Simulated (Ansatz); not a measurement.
# LiHfSe₂, space group P-3m1: a test of the smearing width

Program: Ansatz 0.2.0, Python API.

The cells in order, each with its output:

In [1]:
```python
import csv
import warnings

import ansatz as az
```

In [2]:
```python
warnings.simplefilter('ignore', az.DeckWarning)
```

In [3]:
```python
crystal = (
    az.Lattice.from_parameters(3.70597752, 3.70597752, 6.59956397, alpha=90, beta=90, gamma=120)
    .space_group(164)
    .atom('Li', (0.0, 0.0, 0.5))
    .atom('Hf', (0.0, 0.0, 0.0))
    .atom('Se', (1 / 3, 2 / 3, 0.24830339))
)
```

In [4]:
```python
model = crystal.calculation().kpoints(mesh=(7, 7, 3), center='gamma').functional('r2scan')
```

In [5]:
```python
rows = []
for value in [0.5, 0.3, 0.2, 0.1]:
    r = model.occupations('gaussian', width=value).run(threads=1, pin='off').report
    rows.append((value, r['free_energy_ev'] / len(r['lattice']['sites']), r['n_iterations'], r['n_kpoints']))
```

In [6]:
```python
with open('smear.csv', 'w', newline='') as handle:
    writer = csv.writer(handle)
    writer.writerow(['width (eV)', 'F/atom (eV)', 'iterations', 'k-points'])
    writer.writerows([round(v, 5) if isinstance(v, float) else v for v in row] for row in rows)
```

In [7]:
```python
for row in rows[:-1]:
    shift = 1000 * (row[1] - rows[-1][1])
    print(f'{row[0]}: {shift:+.2f} meV/atom' + ('  (within 1 meV)' if abs(shift) < 1 else ''))
```
```text
0.5: -22.63 meV/atom
0.3: -8.48 meV/atom
0.2: -3.64 meV/atom
```

File `smear.csv` afterwards:
```csv
width (eV),F/atom (eV),iterations,k-points
0.5,-6725.09947,7,20
0.3,-6725.08532,8,20
0.2,-6725.08048,8,20
0.1,-6725.07684,8,20
```

Going from 0.1 to 0.5 eV changes F by -22.6 meV an atom. With this scheme F falls roughly as the square of the width; the report's estimate for zero width (energy_sigma0_ev) moves by only -3.0 meV.

Reading the output:
- For a metal this k-point mesh is coarse: on a finer one energies can move by several to tens of meV an atom and pressures by half a GPa or more, differences at one mesh by less.
- The free energy holds a sizeable smearing term, which stands for no physical temperature.
- The narrowest width needs the finest mesh, so the last row is no converged reference.
- Spin-orbit coupling, which matters for elements this heavy, is left out.
- The structure comes from a database of computed cells and needn't be a stable or known phase.
- Run time: 28 s on 1 thread of Arm Neoverse V2, on a shared host, peak memory 0.58 GiB.
